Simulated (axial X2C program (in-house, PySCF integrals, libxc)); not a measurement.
# CoF⁺: Ω levels from open-shell CI on d7 s0 p(π)0

Aim: the spin–orbit levels of CoF⁺ that arise from the configuration d7 s0 p(π)0 of Co, and how they move with the bond.

Computed with an in-house X2C program for linear molecules on PySCF integrals. Level: two-component X2C, average-of-configuration Hartree–Fock and CI in the open shells.

All values are calculated.

### 1 Set-up

The input, task.json:

```json
{"zs": [27, 9], "q": 1, "bas": ["dyall-v3z", "dyall-v3z"], "r0": 1.75, "metal": 0, "shells": [[2, [0, 1, 2], 7], [0, [0], 0], [1, [1], 0]], "fix": 0, "emax": 3.2, "nroots": 4}
```

Keys: zs atomic numbers; q charge; bas basis sets; r0 starting distance in Å; metal index of the metal atom; shells open shells as [l, |m| values, electrons]; fix electron count of the first shell held; emax energy window in eV; nroots roots for each Ω.

On the command line:

```
$ python soci.py task.json out
```

Two-component X2C with atomic mean-field Coulomb and Gaunt terms, basis Co dyall-v3z, F dyall-v3z (cores contracted in-house). Orbitals come from Hartree–Fock averaged over the configuration Co d7 s0 p(π)0; CI then distributes these electrons over the d, s, p(π) shells of Co.

### 2 CI at R = 1.732 Å

What does the calculation give? Wanted: lowest level of the model; next level; lowest curve, Re and ωe.

**Answer**, as computed:

| quantity | value |
| --- | --- |
| lowest level of the model | Ω = 9/2, g∥ = 12.00, 100% d7 |
| next level | Ω = 7/2, 461 cm⁻¹ higher |
| lowest curve, Re and ωe | 1.724 Å, 785.1 cm⁻¹ |

What this shows: In the lowest level ⟨Sz⟩ = 1.50 and ⟨Lz⟩ = 3.00; its leading determinant has weight 0.98 among 463. From 1.732 to 2.044 Å the gap from the lowest to the fifth level goes from 2033 to 1364 cm⁻¹. Without dynamic correlation distances can be off by several hundredths of an Å, and the wavenumbers are rough. There is no dynamic correlation: spin–orbit spacings and, for f shells, spacings inside one term are the most reliable numbers, splittings between terms come out too wide, and energies between configurations are not reliable, so the lowest level need not be the ground state of the molecule. For d shells the ligand-field splittings (σ, π, δ) and their order can be off by a thousand cm⁻¹ or more. At most 4 roots were kept for each Ω > 0 (twice that for Ω = 0) within 3.2 eV of the lowest, so higher up levels can be missing between those listed; levels with Ω > 0 are doubly degenerate and listed once, Ω = 0 levels singly. States that fill the shells left empty in the average are placed too high.
